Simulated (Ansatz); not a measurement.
# C6H10OS (SMILES CS/C(C)=C/C(C)=O): CASCI(8,8)/pcseg-1 (sfX2C, density fitting with def2-universal-jkfit, def2-SVP-rifit for correlation, accuracy low, paw set gaussian, start density atoms)

What is the vertical ionisation energy of C6H10OS at CASCI(8,8)/pcseg-1 (sfX2C, density fitting with def2-universal-jkfit, def2-SVP-rifit for correlation, accuracy low, paw set gaussian, start density atoms)? 

Program for the calculation: Ansatz 0.2.0.

5 further runs of the same task are left out: 3 for a known fault of the program, 2 set aside as unsound or not needed.

## (1) The structure to begin with

C6H10OS has 18 atoms, charge 0, and is taken as a singlet. SMILES: `CS/C(C)=C/C(C)=O`. The shape is that of a PBE0-D4/def2-TZVP optimisation. This is one conformer, not always the lowest.

Some bond lengths: C1–S2 1.795 Å, S2–C3 1.747 Å, C3–C4 1.488 Å, C3–C5 1.350 Å, C5–C6 1.466 Å, C6–C7 1.510 Å, C6–O8 1.217 Å, C1–H9 1.089 Å, C1–H10 1.090 Å, C1–H11 1.089 Å, C4–H12 1.093 Å, C4–H13 1.087 Å, C4–H14 1.093 Å, C5–H15 1.087 Å, C7–H16 1.094 Å, C7–H17 1.088 Å. Some angles: C1–S2–C3 105.1°, S2–C3–C4 119.1°, S2–C3–C5 115.7°, C4–C3–C5 125.2°, C3–C5–C6 127.2°, C5–C6–C7 114.3°, C5–C6–O8 125.3°, C7–C6–O8 120.4°, S2–C1–H9 112.1°, S2–C1–H10 104.9°.

## (2) Energy and forces at CASCI(8,8)/pcseg-1 (sfX2C, density fitting with def2-universal-jkfit, def2-SVP-rifit for correlation, accuracy low, paw set gaussian, start density atoms)

molecule.yaml reads:

```yaml
crystal:
  periodic: [false, false, false]
  atoms:
    - {symbol: C, position_ang: [2.968150, 1.419400, 0.061950]}
    - {symbol: S, position_ang: [1.266720, 1.721710, -0.421840]}
    - {symbol: C, position_ang: [0.410840, 0.252630, -0.018320]}
    - {symbol: C, position_ang: [1.164200, -0.882240, 0.581710]}
    - {symbol: C, position_ang: [-0.911740, 0.252170, -0.289280]}
    - {symbol: C, position_ang: [-1.863690, -0.838910, -0.057560]}
    - {symbol: C, position_ang: [-3.281520, -0.524730, -0.470230]}
    - {symbol: O, position_ang: [-1.588160, -1.922930, 0.422700]}
    - {symbol: H, position_ang: [3.064580, 1.247130, 1.133310]}
    - {symbol: H, position_ang: [3.499630, 2.337010, -0.192370]}
    - {symbol: H, position_ang: [3.411890, 0.594690, -0.494530]}
    - {symbol: H, position_ang: [1.963430, -1.209070, -0.089090]}
    - {symbol: H, position_ang: [0.489530, -1.712980, 0.770790]}
    - {symbol: H, position_ang: [1.635940, -0.576460, 1.519470]}
    - {symbol: H, position_ang: [-1.338300, 1.150370, -0.728030]}
    - {symbol: H, position_ang: [-3.319850, -0.276330, -1.534860]}
    - {symbol: H, position_ang: [-3.922050, -1.380920, -0.268510]}
    - {symbol: H, position_ang: [-3.649590, 0.349440, 0.074720]}
basis:
  gaussian:
    orbitals: pcseg-1.json
    fitting:
      mean_field: def2-universal-jkfit
      correlation: def2-SVP-rifit.json
correlation:
  active_space:
    window: {electrons: 8, orbitals: 8}
    shells: [{species: O, l: p, shell: 2}, {species: C, l: p, shell: 2}, {species: S, l: p, shell: 3}]
    fixed_orbitals: true
  electrons: all
output:
  forces: true
hamiltonian:
  pseudopotentials:
    relativity: scalar
accuracy: low
```

The basis set pcseg-1 is read from a file made from the Basis Set Exchange's data (not shown).

Command:

```sh
$ ansatz run molecule.yaml --threads 4 --pin off --max-ram 12180MiB --events-out events.jsonl --progress --plain --runs-dir runs
```

Log:

```text
Warning: RAYON_NUM_THREADS=4 ignored (pool sized by the plan → 4); use --threads N
Functional definition: HF
  name "HF"
  exchange = exact_x
  correlation = 0
835 factors; integrals over basis functions are off by at most 2.2e-1 eV
mean field evaluation 1: about -19215.9331 eV, gradient 4.7e1 eV
mean field evaluation 2: about -19220.5992 eV, gradient 2.6e1 eV
mean field evaluation 4: about -19222.0237 eV, gradient 2.5e0 eV
mean field evaluation 8: about -19222.0504 eV, gradient 2.5e-4 eV
mean field -19222.05044971 eV, -706.3973248532 hartree, gradient 2.0e-6 eV, S^2 0.000000; 0 other end points of the search recorded, 0 dependent functions left out
reference -19222.05044971 eV, -706.3973248532 hartree; 35, 35 occupied and 131, 131 virtual orbitals, 835 factors
state -19223.23012662 eV, -706.4406771801 hartree
the calculation of the forces begins
Total energy: -19223.23012662 eV, -706.4406771801 hartree
Relativity: scalar
Atom 0 at     2.968150     1.419400     0.061950 Å, force     0.467710    -0.027553     0.113699 eV/Å
Atom 1 at     1.266720     1.721710    -0.421840 Å, force     0.217633     0.962688    -0.339636 eV/Å
Atom 2 at     0.410840     0.252630    -0.018320 Å, force    -1.113045    -0.375792    -0.075674 eV/Å
Atom 3 at     1.164200    -0.882240     0.581710 Å, force     0.617654    -0.768019     0.423619 eV/Å
Atom 4 at    -0.911740     0.252170    -0.289280 Å, force     0.677485     0.656195    -0.119690 eV/Å
Atom 5 at    -1.863690    -0.838910    -0.057560 Å, force     0.008569    -1.920240     0.757179 eV/Å
Atom 6 at    -3.281520    -0.524730    -0.470230 Å, force    -0.468080     0.236786    -0.190038 eV/Å
Atom 7 at    -1.588160    -1.922930     0.422700 Å, force    -0.419829     1.588717    -0.708107 eV/Å
Atom 8 at     3.064580     1.247130     1.133310 Å, force     0.019922     0.062887    -0.286118 eV/Å
Atom 9 at     3.499630     2.337010    -0.192370 Å, force    -0.092122    -0.248853     0.079962 eV/Å
Atom 10 at     3.411890     0.594690    -0.494530 Å, force    -0.074272     0.239526     0.152911 eV/Å
Atom 11 at     1.963430    -1.209070    -0.089090 Å, force    -0.319544     0.034999     0.206475 eV/Å
Atom 12 at     0.489530    -1.712980     0.770790 Å, force     0.405461     0.241891    -0.011549 eV/Å
Atom 13 at     1.635940    -0.576460     1.519470 Å, force    -0.223330    -0.153202    -0.270281 eV/Å
Atom 14 at    -1.338300     1.150370    -0.728030 Å, force     0.126544    -0.277644     0.134089 eV/Å
Atom 15 at    -3.319850    -0.276330    -1.534860 Å, force    -0.013018    -0.145576     0.297436 eV/Å
Atom 16 at    -3.922050    -1.380920    -0.268510 Å, force     0.110841     0.196981    -0.053807 eV/Å
Atom 17 at    -3.649590     0.349440     0.074720 Å, force     0.071421    -0.303790    -0.110470 eV/Å
Dipole moment:     0.294101     0.299041    -0.052846 e Å
```

Run time: 3.6 s. Hardware: 4 threads of Arm Neoverse N1, shared host; peak memory 0.46 GiB.

## (3) The doublet cation, same level

Edit molecule.yaml of step 2 so:

```diff
@@ -27,5 +27,12 @@
       correlation: def2-SVP-rifit.json
+total_charge: 1
+magnetization:
+  spin_polarized: false
+  initial_magnetization: 1
+hamiltonian:
+  pseudopotentials:
+    relativity: scalar
 correlation:
   active_space:
-    window: {electrons: 8, orbitals: 8}
+    window: {electrons: 7, orbitals: 8}
     shells: [{species: O, l: p, shell: 2}, {species: C, l: p, shell: 2}, {species: S, l: p, shell: 3}]
@@ -33,7 +40,4 @@
   electrons: all
+accuracy: low
 output:
   forces: true
-hamiltonian:
-  pseudopotentials:
-    relativity: scalar
-accuracy: low
```

The basis set pcseg-1 is read from a file made from the Basis Set Exchange's data (not shown).

Command:

```sh
$ ansatz run molecule.yaml --threads 4 --pin off --max-ram 12180MiB --events-out events.jsonl --progress --plain --runs-dir runs
```

Log:

```text
Warning: RAYON_NUM_THREADS=4 ignored (pool sized by the plan → 4); use --threads N
[... 4 set-up lines as earlier in the session ...]
835 factors; integrals over basis functions are off by at most 2.2e-1 eV
mean field evaluation 1: about -19205.0765 eV, gradient 5.6e1 eV
mean field evaluation 2: about -19202.6689 eV, gradient 6.5e1 eV
mean field evaluation 4: about -19213.7055 eV, gradient 1.2e1 eV
mean field evaluation 8: about -19214.2314 eV, gradient 5.2e-1 eV
mean field evaluation 16: about -19214.2338 eV, gradient 3.1e-2 eV
mean field evaluation 32: about -19213.6833 eV, gradient 5.1e0 eV
mean field evaluation 64: about -19214.2327 eV, gradient 9.0e-2 eV
mean field -19214.24416674 eV, -706.1104492452 hartree, gradient 1.8e-6 eV, S^2 0.750000; 7 other end points of the search recorded, 0 dependent functions left out
reference -19214.24416674 eV, -706.1104492452 hartree; 35, 34 occupied and 131, 132 virtual orbitals, 835 factors
state -19215.50891513 eV, -706.1569278911 hartree
the calculation of the forces begins
WARN: the forces may be off by about 3e-3 eV/Å, or by more, for example where a softer rotation was missed. That figure corresponds to an error of 2.7e-4 in a multiplier of the orbital response. It comes from the response's residual, the orbitals' remaining gradient or displacement along a soft rotation, a rotation too soft to be solved for, an inconclusive stability test, or natural occupations that are equal or nearly so
Total energy: -19215.50891513 eV, -706.1569278911 hartree
Relativity: scalar
Atom 0 at     2.968150     1.419400     0.061950 Å, force     0.985716     0.414745     0.035289 eV/Å
Atom 1 at     1.266720     1.721710    -0.421840 Å, force    -1.182220    -1.254567     0.269079 eV/Å
Atom 2 at     0.410840     0.252630    -0.018320 Å, force     0.232268     0.615879    -0.200989 eV/Å
Atom 3 at     1.164200    -0.882240     0.581710 Å, force     0.996879    -0.543294     0.417827 eV/Å
Atom 4 at    -0.911740     0.252170    -0.289280 Å, force     1.258215     1.754008    -0.435133 eV/Å
Atom 5 at    -1.863690    -0.838910    -0.057560 Å, force    -1.032731    -2.684673     0.847617 eV/Å
Atom 6 at    -3.281520    -0.524730    -0.470230 Å, force    -0.545443     0.478129    -0.300388 eV/Å
Atom 7 at    -1.588160    -1.922930     0.422700 Å, force     0.096592     1.997450    -0.762881 eV/Å
Atom 8 at     3.064580     1.247130     1.133310 Å, force    -0.288443     0.013796    -0.303385 eV/Å
Atom 9 at     3.499630     2.337010    -0.192370 Å, force    -0.127398    -0.241212     0.069455 eV/Å
Atom 10 at     3.411890     0.594690    -0.494530 Å, force    -0.369324     0.171431     0.089827 eV/Å
Atom 11 at     1.963430    -1.209070    -0.089090 Å, force    -0.383313    -0.082754     0.215775 eV/Å
Atom 12 at     0.489530    -1.712980     0.770790 Å, force     0.382814     0.294740    -0.036618 eV/Å
Atom 13 at     1.635940    -0.576460     1.519470 Å, force    -0.295541    -0.255645    -0.220981 eV/Å
Atom 14 at    -1.338300     1.150370    -0.728030 Å, force     0.053425    -0.367249     0.149931 eV/Å
Atom 15 at    -3.319850    -0.276330    -1.534860 Å, force    -0.028780    -0.192083     0.335626 eV/Å
Atom 16 at    -3.922050    -1.380920    -0.268510 Å, force     0.183091     0.247096    -0.058620 eV/Å
Atom 17 at    -3.649590     0.349440     0.074720 Å, force     0.064193    -0.365799    -0.111430 eV/Å
Dipole moment:     0.992000     1.079853    -0.216657 e Å
```

Run time: 25 s. Hardware: 4 threads of Arm Neoverse N1, shared host; peak memory 0.78 GiB.

## (4) Results

Level: CASCI(8,8)/pcseg-1 (sfX2C, density fitting with def2-universal-jkfit, def2-SVP-rifit for correlation, accuracy low, paw set gaussian, start density atoms).

```
                                           quantity          value
                      singlet C6H10OS: total energy  -706.44068 Eh
singlet C6H10OS: dipole moment (correlated density)         2.03 D
          singlet C6H10OS: largest force on an atom     2.064 eV/Å
                       doublet cation: total energy  -706.15693 Eh
           doublet cation: largest force on an atom     2.999 eV/Å
 vertical ionisation energy (to the doublet cation)       7.721 eV
```

In words: Removing an electron at fixed nuclei costs 7.72 eV (178 kcal/mol). The largest force (singlet C6H10OS) is 2.06 eV/Å: the shape isn't a stationary point for this species at this level. Mulliken charges (singlet C6H10OS) run from -0.46 on O8 to +0.29 on C6. The accuracy setting (singlet C6H10OS) is loose, so the last digits carry no meaning. The accuracy setting (doublet cation) is loose, so the last digits carry no meaning.
